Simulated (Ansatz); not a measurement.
# FGe2H5O2: the cost of one run

Method: RKS PBE-D4/def2-SVP, in Ansatz 0.2.0.

**1. The starting structure**

Bond lengths: Ge1–F2 1.680 Å, Ge1–Ge3 2.400 Å, Ge3–H4 1.550 Å, Ge3–H5 1.550 Å, Ge3–H6 1.550 Å, Ge1–O7 1.769 Å, O7–H8 1.010 Å, Ge1–O9 1.769 Å, O9–H10 1.010 Å. Angles: F2–Ge1–Ge3 109.4°, F2–Ge1–O7 109.5°, F2–Ge1–O9 109.5°, Ge3–Ge1–O7 109.5°, Ge3–Ge1–O9 109.5°, O7–Ge1–O9 109.5°, Ge1–Ge3–H4 109.5°, Ge1–Ge3–H5 109.5°, Ge1–Ge3–H6 109.5°, H4–Ge3–H5 109.4°, H4–Ge3–H6 109.4°, H5–Ge3–H6 109.4°, Ge1–O7–H8 109.5°, Ge1–O9–H10 109.5°.

Coordinates:

```xyz
10

Ge    0.0000    0.0000    0.0000
F     0.0000    0.0000    1.6800
Ge    2.2632    0.0000   -0.7992
H     2.7487   -1.4611   -0.9782
H     2.3309    0.7367   -2.1612
H     3.1736    0.7244    0.2250
O    -0.8337    1.4443   -0.5894
H    -1.7915    1.2136   -0.8118
O    -0.8337   -1.4443   -0.5894
H    -1.2883   -1.9100    0.1830
```

**2. Preparing the start**

The input, input.yaml:

```yaml
crystal:
  periodic: [false, false, false]
  atoms:
    - { symbol: Ge, position_ang: [0.0, 0.0, 0.0] }
    - { symbol: F, position_ang: [0.0, 0.0, 1.68] }
    - { symbol: Ge, position_ang: [2.2632, 0.0, -0.7992] }
    - { symbol: H, position_ang: [2.7487, -1.4611, -0.9782] }
    - { symbol: H, position_ang: [2.3309, 0.7367, -2.1612] }
    - { symbol: H, position_ang: [3.1736, 0.7244, 0.225] }
    - { symbol: O, position_ang: [-0.8337, 1.4443, -0.5894] }
    - { symbol: H, position_ang: [-1.7915, 1.2136, -0.8118] }
    - { symbol: O, position_ang: [-0.8337, -1.4443, -0.5894] }
    - { symbol: H, position_ang: [-1.2883, -1.91, 0.183] }
basis:
  gaussian: { orbitals: def2-SVP }
hamiltonian:
  xc: pbe
  dispersion: d4
relax:
  f_tol: 0.02
  max_steps: 40
```

On the command line:

```sh
$ ansatz run input.yaml --threads 4 --pin off --max-ram 5120MiB --backend cpu --events-out ev --progress --plain --runs-dir out
```

**Question.** How long does this run take on 4 threads of Arm Neoverse V2, shared host, and how much memory does it need?

About 22 s, with a peak of 0.17 GiB.
